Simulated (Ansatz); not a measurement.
# C2H3BClF: a ladder of functionals and wavefunction methods

One table from this session's results is given with a row withheld; the runs are named, their logs left out.

Computed with Ansatz 0.2.0, Gaussian basis. Level: functionals in def2-TZVPP, the program's frozen cores in correlated methods.

Plan: LDA (SPW92), PBE-D4, revPBE-D4, BLYP-D4, r2SCAN-D4, B97M-V, PBE0-D4, B3LYP-D4, r2SCANh-D4, r2SCAN0-D4, HSE06-D4, BHLYP-D4, CAM-B3LYP-D4, LC-ωPBE, ωB97X-V, ωB97M-V, B2PLYP, PBE-QIDH; CCSD(T)/def2-SVP; CCSD(T)/def2-TZVPP; MP2/def2-QZVPP; extrapolation to the limit; RPA on PBE.

### The geometry

An earlier PBE0-D4 in a triple-zeta def2 set relaxation fixed the geometry.

SMILES `C=C(F)BCl`, 8 atoms, charge 0, spin multiplicity 1.

Atoms are counted from 1 here; the program's logs count them from 0.

Bond lengths: C1–C2 1.332 Å, C1–H6 1.084 Å, C1–H7 1.081 Å, C2–F3 1.344 Å, C2–B4 1.540 Å, B4–Cl5 1.735 Å, B4–H8 1.190 Å. Angles: C2–C1–H6 122.1°, C2–C1–H7 119.0°, H6–C1–H7 118.9°, C1–C2–F3 118.9°, C1–C2–B4 122.4°, F3–C2–B4 118.7°, C2–B4–Cl5 121.0°, C2–B4–H8 119.9°, Cl5–B4–H8 119.1°.

Set-up of the first run:

Input file in.yaml:

```yaml
crystal:
  periodic: [false, false, false]
  atoms:
    - {symbol: C, position_ang: [0.880675, 0.751894, 0.634346]}
    - {symbol: C, position_ang: [0.018208, -0.239264, 0.414108]}
    - {symbol: F, position_ang: [-0.225646, -1.119556, 1.400260]}
    - {symbol: B, position_ang: [-0.711457, -0.414961, -0.930847]}
    - {symbol: Cl, position_ang: [-1.827751, -1.719527, -1.179442]}
    - {symbol: H, position_ang: [1.391928, 0.871281, 1.582868]}
    - {symbol: H, position_ang: [1.077953, 1.460848, -0.158068]}
    - {symbol: H, position_ang: [-0.511711, 0.352186, -1.818824]}
basis:
  gaussian: {orbitals: def2-TZVPP}
hamiltonian: {xc: lda}
output: {orbitals: {seedname: orbitals}}
```

Run with:

```
ansatz run in.yaml --threads 2 --pin off --events-out ev --progress --plain --max-ram 4352MiB
```

Among the steps run: LDA; PBE-D4 (GGA); revPBE-D4 (GGA); BLYP-D4 (GGA); r2SCAN-D4 (meta-GGA); B97M-V (meta-GGA); B3LYP-D4 (hybrid); r2SCANh-D4 (hybrid); r2SCAN0-D4 (hybrid); HSE06-D4 (hybrid); BHLYP-D4 (hybrid); CAM-B3LYP-D4 (range-separated); LC-ωPBE (range-separated); ωB97X-V (range-separated); ωB97M-V (range-separated); B2PLYP (double hybrid); PBE-QIDH (double hybrid).

One table of the session follows, with a row left open; its other results are not shown here.

| functional | HOMO (eV) | LUMO (eV) | gap (eV) |
| --- | --- | --- | --- |
| LDA (SPW92) | -7.26 | -3.48 | 3.78 |
| PBE-D4 | -7.04 | -3.21 | 3.83 |
| revPBE-D4 | -6.97 | -3.11 | 3.85 |
| BLYP-D4 | -6.88 | -3.04 | 3.84 |
| r2SCAN-D4 | -7.28 | -3.03 | 4.25 |
| B97M-V | -7.31 | -2.97 | 4.34 |
| PBE0-D4 | -8.25 | -2.32 | 5.93 |
| B3LYP-D4 | -8.01 | -2.50 | 5.51 |
| r2SCANh-D4 | -7.73 | -2.70 | 5.04 |
| r2SCAN0-D4 | -8.41 | -2.20 | 6.21 |
| HSE06-D4 | ? | ? | ? |
| BHLYP-D4 | -9.28 | -1.26 | 8.03 |
| CAM-B3LYP-D4 | -9.56 | -1.19 | 8.37 |
| LC-ωPBE | -10.92 | -0.09 | 10.83 |
| ωB97X-V | -10.53 | -0.12 | 10.42 |
| ωB97M-V | -10.44 | -0.25 | 10.19 |

**Question.** Estimate the row for HSE06-D4.

**Answer.** HOMO (eV): -7.84; LUMO (eV): -2.70; gap (eV): 5.15. In the column «HOMO (eV)» it lies between B3LYP-D4 (-8.01) and r2SCANh-D4 (-7.73).
